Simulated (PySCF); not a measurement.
**BBr: from the state search to spectroscopic constants**

Aim: find the lowest electronic state of BBr, scan its bond at several levels of theory, and get bond length, wavenumber and dissociation energy from each curve.

Program: PySCF 2.14.0. Level of theory: B cc-pVDZ, Br cc-pVDZ-PP with ECP10, scalar-relativistic core potentials. These are calculated values, not measurements.

### Step 1. The job

Settings of the job:

* atoms: B, Br
* charge: 0
* basis: B cc-pVDZ, Br cc-pVDZ-PP with ECP10
* Hamiltonian: scalar-relativistic core potentials
* basis functions: 37
* electrons treated: 30
* masses in u: 11.0093, 78.9183
* levels: PBE0, PBE, r²SCAN, B2PLYP, M06-L, M06, LC-ωPBE, HF, MP2, SCS-MP2, CCSD, CCSD(T)
* grid: 80 radial by 434 angular points
* occupations: held fixed by the projection of orbital angular momentum
* dissociation limit: B + Br, each in its ground configuration
* starting distance in angstrom: 1.930
* values of 2S to try: 0, 2

Run with:

```
> OMP_NUM_THREADS=1 python dia.py task.json out
```

The runs that follow: The PBE0 curve of the state that the search chose; Other states along the same grid; PBE (GGA); r²SCAN (meta-GGA); B2PLYP (double hybrid); M06-L; M06 (hybrid meta-GGA); LC-ωPBE (range-separated hybrid); RHF; Correlated methods on the Hartree–Fock reference.

Before running it: what results should come out? Wanted: for each run, Re; ωe; De; μ.

The runs gave:

Lowest PBE0 solution found, without spin–orbit coupling: ¹Σ⁺ (singlet), closed shell. State 2 has its PBE0 minimum 2.00 eV higher. The other levels ran on the lowest alone.

| level | Re (Å) | ωe (cm⁻¹) | De (eV) | μ (D) |
| --- | --- | --- | --- | --- |
| RHF | 1.910 | 693 | 3.01 | 0.98 |
| RHF-MP2 | 1.899 | 713 | 4.34 | n/a |
| RHF-SCS-MP2 | 1.904 | 704 | 4.18 | n/a |
| RHF-CCSD | 1.911 | 698 | 4.09 | n/a |
| RHF-CCSD(T) | 1.913 | 694 | 4.24 | n/a |
| PBE | 1.925 | 664 | 4.76 | 1.40 |
| r²SCAN | 1.914 | 677 | 4.59 | 1.36 |
| M06-L | 1.904 | 691 | 4.46 | 1.54 |
| PBE0 | 1.907 | 691 | 4.53 | 1.33 |
| M06 | 1.910 | 682 | 4.41 | 1.26 |
| LC-ωPBE | 1.883 | 727 | 4.24 | 1.48 |
| B2PLYP | 1.910 | 686 | 4.35 | 1.18 |

De is counted to B + Br in their ground configurations. A positive dipole means B(−)Br(+).

Differences from CCSD(T) in the same basis:

| level | Re (mÅ) | ωe (%) |
| --- | --- | --- |
| RHF | -4 | -0.2 |
| RHF-MP2 | -14 | +2.7 |
| RHF-SCS-MP2 | -9 | +1.4 |
| RHF-CCSD | -2 | +0.5 |
| PBE | +11 | -4.3 |
| r²SCAN | +1 | -2.5 |
| M06-L | -9 | -0.5 |
| PBE0 | -7 | -0.6 |
| M06 | -3 | -1.7 |
| LC-ωPBE | -30 | +4.7 |
| B2PLYP | -3 | -1.2 |

What this shows: Against CCSD(T) in the same basis, the bond length is nearest at r²SCAN (+1 mÅ) and farthest at LC-ωPBE (-30 mÅ); the wavenumber is nearest at RHF (-0.2 %) and farthest at LC-ωPBE (+4.7 %). PBE has the long and soft bond that GGAs tend to give. CCSD(T) in a basis this small is itself some way from its limit, more so than the functionals. Among the levels with a De in the table, it runs from 3.01 eV (RHF) to 4.76 eV (PBE).

Correlated steps freeze 5 core orbitals. B2PLYP dipoles, levels and charges come from its SCF part alone.
